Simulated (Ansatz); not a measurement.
# Alloy of Si and C (8 of 64 Si sites exchanged), 64 atoms

How does this alloy cell relax, and what gap do PBEsol and r²SCAN give?

Method: density functional theory in Ansatz 0.2.0, PAW datasets, plane waves.

### 1 The system as built

64 atoms (56 Si, 8 C); a = 10.415 Å, b = 10.415 Å, c = 10.415 Å, α = 90.00°, β = 90.00°, γ = 90.00°. All atoms were shaken off their sites by about 0.02 Å along each axis.

The runs, in order: (2) PBEsol cell relaxation at the single k point (¼, ¼, ¼), on 1 × NVIDIA H100 80GB HBM3 with 2 threads of AMD EPYC 7R13; (3) r²SCAN single point at the single k point (¼, ¼, ¼), on 1 × NVIDIA H100 80GB HBM3 with 2 threads of AMD EPYC 7R13.

### 2 Relaxing cell and atoms with PBEsol

in.yaml

```yaml
crystal:
  lattice:
    - [10.414622, 0.000000, 0.000000]
    - [0.000000, 10.414622, 0.000000]
    - [0.000000, 0.000000, 10.414622]
  atoms:
    - { symbol: Si, position: [0.000155, 0.996309, 0.996992] }
    - { symbol: Si, position: [0.002658, 0.002158, 0.499736] }
    - { symbol: Si, position: [0.002587, 0.497689, 0.001517] }
    - { symbol: Si, position: [0.000583, 0.499235, 0.499513] }
    - { symbol: Si, position: [0.501539, 0.000279, 0.000715] }
    - { symbol: Si, position: [0.500707, 0.998872, 0.498474] }
    - { symbol: Si, position: [0.495770, 0.500712, 0.501438] }
    - { symbol: Si, position: [0.124756, 0.125825, 0.123074] }
    - { symbol: Si, position: [0.121391, 0.122537, 0.625291] }
    - { symbol: Si, position: [0.124456, 0.625776, 0.125424] }
    - { symbol: Si, position: [0.122283, 0.624924, 0.622451] }
    - { symbol: Si, position: [0.627099, 0.126502, 0.124825] }
    - { symbol: Si, position: [0.623066, 0.123600, 0.622920] }
    - { symbol: Si, position: [0.626738, 0.626316, 0.625625] }
    - { symbol: Si, position: [0.251528, 0.252332, 0.004866] }
    - { symbol: Si, position: [0.253100, 0.244948, 0.500139] }
    - { symbol: Si, position: [0.249422, 0.751665, 0.999656] }
    - { symbol: Si, position: [0.252542, 0.746323, 0.500666] }
    - { symbol: Si, position: [0.751503, 0.248793, 0.000621] }
    - { symbol: Si, position: [0.749354, 0.251570, 0.499606] }
    - { symbol: Si, position: [0.749374, 0.748800, 0.498541] }
    - { symbol: Si, position: [0.376817, 0.375233, 0.125231] }
    - { symbol: Si, position: [0.375096, 0.377973, 0.622642] }
    - { symbol: Si, position: [0.372825, 0.876672, 0.125410] }
    - { symbol: Si, position: [0.374882, 0.871106, 0.623464] }
    - { symbol: Si, position: [0.874344, 0.377601, 0.124826] }
    - { symbol: Si, position: [0.877344, 0.374773, 0.625438] }
    - { symbol: Si, position: [0.875338, 0.876004, 0.125110] }
    - { symbol: Si, position: [0.870941, 0.875396, 0.623444] }
    - { symbol: Si, position: [0.248774, 0.998806, 0.253079] }
    - { symbol: Si, position: [0.247382, 0.997021, 0.747967] }
    - { symbol: Si, position: [0.252921, 0.499378, 0.243924] }
    - { symbol: Si, position: [0.251290, 0.500691, 0.749073] }
    - { symbol: Si, position: [0.748286, 0.998391, 0.251640] }
    - { symbol: Si, position: [0.745499, 0.000442, 0.748665] }
    - { symbol: Si, position: [0.751127, 0.499341, 0.745729] }
    - { symbol: Si, position: [0.374199, 0.123328, 0.372554] }
    - { symbol: Si, position: [0.374491, 0.124907, 0.870398] }
    - { symbol: Si, position: [0.372319, 0.623671, 0.374725] }
    - { symbol: Si, position: [0.873341, 0.126375, 0.375809] }
    - { symbol: Si, position: [0.876214, 0.126052, 0.873675] }
    - { symbol: Si, position: [0.878104, 0.627737, 0.372595] }
    - { symbol: Si, position: [0.997777, 0.249867, 0.253455] }
    - { symbol: Si, position: [0.000749, 0.251479, 0.752177] }
    - { symbol: Si, position: [0.999952, 0.750939, 0.250129] }
    - { symbol: Si, position: [0.998199, 0.746040, 0.748995] }
    - { symbol: Si, position: [0.500109, 0.250612, 0.248381] }
    - { symbol: Si, position: [0.499919, 0.250074, 0.752468] }
    - { symbol: Si, position: [0.498381, 0.748394, 0.249267] }
    - { symbol: Si, position: [0.123282, 0.377726, 0.374293] }
    - { symbol: Si, position: [0.123176, 0.377036, 0.875817] }
    - { symbol: Si, position: [0.129005, 0.873571, 0.380013] }
    - { symbol: Si, position: [0.128348, 0.876439, 0.873400] }
    - { symbol: Si, position: [0.624052, 0.372735, 0.372144] }
    - { symbol: Si, position: [0.626473, 0.372759, 0.873230] }
    - { symbol: Si, position: [0.624796, 0.875852, 0.376389] }
    - { symbol: C, position: [0.499725, 0.500211, 0.998876] }
    - { symbol: C, position: [0.622084, 0.623330, 0.124927] }
    - { symbol: C, position: [0.752099, 0.748808, 0.998584] }
    - { symbol: C, position: [0.746617, 0.500174, 0.249198] }
    - { symbol: C, position: [0.372701, 0.624173, 0.876750] }
    - { symbol: C, position: [0.876169, 0.624203, 0.875412] }
    - { symbol: C, position: [0.501269, 0.749526, 0.752240] }
    - { symbol: C, position: [0.624956, 0.875728, 0.873617] }
  symmetry: { detect: false }
kpoints:
  mp_grid: { grid: [1, 1, 1], shift: [0.25, 0.25, 0.25] }
hamiltonian:
  xc: pbesol
scf:
  occupations: { method: fermi_dirac, width: 0.01 }
relax:
  f_tol: 0.03
  max_steps: 80
  escape_saddle: false
  adjacent_minimum: "off"
  cell: { fix: [shape] }
output:
  forces: true
  eigenvalues: true
  populations: true
```

Launch:

```console
> ansatz run in.yaml --threads 2 --pin off --max-ram 30400MiB --runs-dir r --events-out ev --progress --plain --backend cuda --devices 0, --max-vram 18GiB
```

After this run come: r²SCAN single point.

Q: Predict the outcome of this session. Wanted: for each run, top filled to lowest empty.

The runs gave:

| level | time | top filled to lowest empty (eV) |
| --- | --- | --- |
| PBEsol, relaxation | 59 s (GPU) | 0.36 |
| r²SCAN | 14 s (GPU) | 0.42 |

| quantity | value |
| --- | --- |
| relaxation | 13 recorded steps, 18.29 eV gained |
| largest shift | 0.99 Å (C58) |
| relaxed cell | a = 10.363 Å, b = 10.363 Å, c = 10.363 Å, α = 90.00°, β = 90.00°, γ = 90.00° |
| mean bonds | C–C 1.632, C–Si 1.994, Si–Si 2.338 Å |

**What this shows.** The relaxation lowers the energy by 18.29 eV; the largest shift is 0.99 Å (C58), while the volume changes by -1.5 %. The mean lengths of the listed bonds run from C–C 1.63 Å to Si–Si 2.34 Å. With one k point the spacing samples only the states that fold onto it, so it can exceed the gap over the zone.
